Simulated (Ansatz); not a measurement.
# Mg6VZn under changes of volume

One of the cells (20.431 Å³/atom); the others are scaled copies at fixed shape and fractional positions:

```
CELL_PARAMETERS angstrom
4.93605 0.00000 0.00000
0.00000 3.10146 5.33829
0.00000 -3.10146 5.33829
ATOMIC_POSITIONS crystal
Zn 0.00000 0.82326 0.82326
V 0.50000 0.66968 0.66968
Mg 0.50000 0.16544 0.16544
Mg 0.50000 0.67308 0.15804
Mg 0.50000 0.15804 0.67308
Mg 0.00000 0.33320 0.33320
Mg 0.00000 0.82925 0.34804
Mg 0.00000 0.34804 0.82925
```

The cell comes from a database or a generator and needn't be the stable form of this composition.

- Program: Ansatz 0.2.0
- Functional: PBE
- Potentials or basis: Ansatz PAW
- Cutoff: 420 eV (not typed: the program's choice for these potentials)
- k mesh: 6 × 5 × 5
- Occupations: fermi-dirac, width 0.05 eV
- Spin: collinear spin, ferromagnetic start
- Starting moments: [0.0, 2.0, 0.0, 0.0, 0.0, 0.0, 0.0, 0.0] μB

```csv
volume (Å³/atom),energy over the lowest point (meV/atom),pressure (GPa),moment (μB per cell),largest force (eV/Å)
19.205,12.03,3.2,2.95,0.078
19.614,?,?,?,?
20.022,1.45,1.0,3.08,0.042
20.431,0.00,0.1,3.14,0.037
20.840,0.79,-0.7,3.19,0.051
21.248,3.62,-1.5,3.24,0.066
21.657,8.29,-2.2,3.28,0.079
```

**Question.** What does the run at 19.614 Å³/atom give?

**Answer.** Energy over the lowest point 5.38 meV/atom; pressure 2.1 GPa; moment 3.02 μB per cell; largest force 0.058 eV/Å.

Worked out: A Birch-Murnaghan fit of order 3 (a polynomial in V^(-2/3)) to the other rows has its minimum at 20.48 Å³/atom with B0 = V·E''(V) = 43 GPa and B' = 3.9 at fixed shape and positions, which overstates the stiffness. It gives 5.37 meV/atom at 19.614 Å³/atom, against the run's 5.38, and -dE/dV = 2.1 GPa, against 2.1. A parabola through the other rows of the moment, of slope 0.161 μB per Å³/atom there, gives 3.02 μB, against the run's 3.02.

Energies are extrapolated to zero smearing.
